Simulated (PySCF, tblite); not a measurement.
**C8H5O2P: geometry, infrared bands and NMR shifts**

Wanted: the infrared bands and NMR shifts of C8H5O2P (`O=Cc1oc2ccccc2p1`), by calculation.

Computed with tblite 0.8.0 and PySCF 2.14.0, with density-fitted response routines of our own, on a single molecule in the gas phase. Atoms count from 0, in the outputs and in this text.

## Step 1: The molecule as given

16 atoms, charge 0, multiplicity 1; geometry from: force field or distance geometry start.

Bonds of the start (Å): O0–C1 1.26, C1–C2 1.45, C2–O3 1.27, O3–C4 1.26, C4–C5 1.42, C5–C6 1.36, C6–C7 1.37, C7–C8 1.38, C8–C9 1.37, C9–P10 1.81, P10–C2 1.92, C9–C4 1.37, C1–H11 1.07, C5–H12 1.10, C6–H13 1.06, C7–H14 1.09, C8–H15 1.08.

## Step 2: Relaxing the molecule with GFN2-xTB

The job: settings as JSON, then the geometry in Å.

```
{"job": {"kind": "relax", "xc": "GFN2-xTB", "basis": "xTB"}, "charge": 0, "multiplicity": 1}
O      4.217100    -1.653900    -0.167200
C      3.618700    -0.542500    -0.084000
C      2.177300    -0.555400     0.029800
O      1.419600     0.462600     0.116700
C      0.162700     0.405300     0.217500
C     -0.739200     1.498700     0.320700
C     -2.077000     1.286300     0.402600
C     -2.643800     0.034900     0.391800
C     -1.788000    -1.044100     0.279200
C     -0.443700    -0.820700     0.199000
P      0.917500    -2.010200     0.043200
H      4.122000     0.407000    -0.062700
H     -0.329900     2.521800     0.352700
H     -2.723700     2.126500     0.488100
H     -3.726500    -0.050800     0.459700
H     -2.170700    -2.056400     0.268800
```

Command:

```bash
> OMP_NUM_THREADS=1 python probes_run.py task.json out
```

One launch serves the whole session: the jobs run in the order shown.

**Question.** This job is followed by: GFN2-xTB harmonic vibrations, gas phase; GIAO PBE0/pcSseg-1 NMR shielding, non-relativistic, gas phase. Predict these results of the whole session: strongest single infrared mode (GFN2-xTB); zero-point energy (GFN2-xTB); 13C shifts against TMS (PBE0/pcSseg-1); 1H shifts against TMS (PBE0/pcSseg-1); 17O shifts against H2O (PBE0/pcSseg-1); 31P shifts against H3PO4 (PBE0/pcSseg-1); surface potential, 1st and 99th percentile.

The runs gave:

| quantity | value |
| --- | --- |
| strongest single infrared mode (GFN2-xTB) | 1701 cm⁻¹, 486 km/mol |
| zero-point energy (GFN2-xTB) | 67.1 kcal/mol |
| 13C shifts against TMS (PBE0/pcSseg-1) | 202.9, 186.2, 166.0, 149.1, 137.1, 135.8, 128.4, 120.4 ppm |
| 1H shifts against TMS (PBE0/pcSseg-1) | 10.23, 8.63, 8.10, 8.01, 7.71 ppm |
| 17O shifts against H2O (PBE0/pcSseg-1) | 651.8, 312.7 ppm |
| 31P shifts against H3PO4 (PBE0/pcSseg-1) | 182.2 ppm |
| surface potential, 1st and 99th percentile | -1.64 V and 1.19 V |

Relaxing lowered the energy by 1.362 eV in 34 steps; the close pair that moved most is C2–P10, from 1.925 to 1.729 Å. No mode is imaginary among the 42: a minimum at this level. The strongest single mode, at 1701 cm⁻¹, moves mainly C1 and O0. GFN2-xTB is a fitted tight-binding method: band positions and strengths are rough. Its intensities can rank the bands wrongly. The most deshielded hydrogen is H11 (hydrogen on an aldehyde carbonyl carbon), at 10.23 ppm: the formyl region, downfield of aromatic protons. At PBE0/pcSseg-1: The widest tensor belongs to O0: span 1291 ppm, with a paramagnetic part of -709 ppm. NICS(1)zz of -22 ppm above the planar ring from C2 marks a diatropic (aromatic) ring current. NICS(1)zz of -29 ppm above the planar ring from C4 marks a diatropic (aromatic) ring current. By nearest atom (PBE0/pcSseg-1), the HOMO sits on P10 24 %; C2 21 % and the LUMO on P10 30 %; O0 15 %.
